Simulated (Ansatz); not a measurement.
# Ge2C (triplet): wave-function methods side by side, cc-pVDZ

One table from this session's results is given with a row withheld; the runs are named, their logs left out.

Method: cc-pVDZ, core rule «outside noble gas», up to 29 orbitals frozen; program: Ansatz 0.2.0, Gaussian basis.

The runs, in order: UHF; CCSD(T) on ROHF; CCSD(T) on UHF; BCCD(T) on ROHF; CISD; CCSDT(Q) on ROHF; CCSDT(Q) on UHF; CASSCF and MRCISD+Q, 10 electrons in 10 orbitals; CASSCF and NEVPT2, 10 electrons in 10 orbitals.

26 further runs of the same task are left out: 1 for a known fault of the program, 10 that didn't finish, 15 set aside as unsound or not needed.

**The geometry**

The geometry is a PBE0/def2-TZVP stationary point (not a proven minimum). No spin-orbit coupling is included. The filled d shell of Ge may be among the frozen orbitals whatever the setting's name suggests; the logs give the count.

3 atoms, charge 0, spin multiplicity 3.

Atoms are counted from 1 here; the program's logs count them from 0.

Bond lengths: C1–Ge2 1.973 Å, C1–Ge3 1.834 Å, Ge2–Ge3 2.475 Å. Angles: Ge2–C1–Ge3 81.0°, C1–Ge2–Ge3 47.1°, C1–Ge3–Ge2 51.9°.

Set-up of the first run:

File in.yaml:

```yaml
crystal:
  periodic: [false, false, false]
  atoms:
    - {symbol: C, position_ang: [0.000000, -1.333040, -0.111610]}
    - {symbol: Ge, position_ang: [0.000000, 0.098128, 1.246869]}
    - {symbol: Ge, position_ang: [0.000000, 0.122284, -1.228415]}
basis:
  gaussian: {orbitals: cc-pVDZ}
magnetization: {spin_polarized: true, initial_magnetization: 2}
hamiltonian: {xc: hf}
output: {orbitals: {seedname: orbitals}}
```

Command:

```
$ ansatz run in.yaml --threads 1 --pin off --events-out ev --progress --plain --max-ram 2393MiB
```

Steps of the session up to this table: UHF; CCSD(T) on ROHF; CCSD(T) on UHF; BCCD(T) on ROHF; CISD; CCSDT(Q) on ROHF; CCSDT(Q) on UHF; CASSCF and MRCISD+Q, 10 electrons in 10 orbitals; CASSCF and NEVPT2, 10 electrons in 10 orbitals.

One table of the session follows, with a row left open; its other results are not shown here.

It belongs to the step «Misses and costs». 

```
           method  from RCCSDT(Q) (kcal/mol)
             ROHF                    +197.26
              UHF                    +189.82
             RMP2                     +30.51
             UMP2                     +37.25
            RCCSD                     +14.78
            UCCSD                     +14.52
         RCCSD(T)                      +2.41
         UCCSD(T)                      +2.80
          BCCD(T)                          ?
           RCCSDT                      +1.62
           UCCSDT                      +1.50
        RCCSDT(Q)                          0
        UCCSDT(Q)                      -0.33
  CASSCF frontier                    +126.67
  NEVPT2 frontier                     +30.48
  MRCISD frontier                     +15.47
MRCISD+Q frontier                      +2.95
```

Q: Estimate the row for BCCD(T) from the others.

**Answer.** from RCCSDT(Q) (kcal/mol): +2.14. In the column «from RCCSDT(Q) (kcal/mol)» it lies between RCCSDT (+1.62) and RCCSD(T) (+2.41).

Not comparable, so not listed: CISD (they don't share determinant, frozen orbitals or solution with the rows shown, or repeat one).

Limits of these values: Warnings: spin contamination; large T1 diagnostic. Restricted and unrestricted rows rest on different reference determinants; where their highest levels disagree by more than a few hundredths of an eV, they describe different states and don't form one ladder.
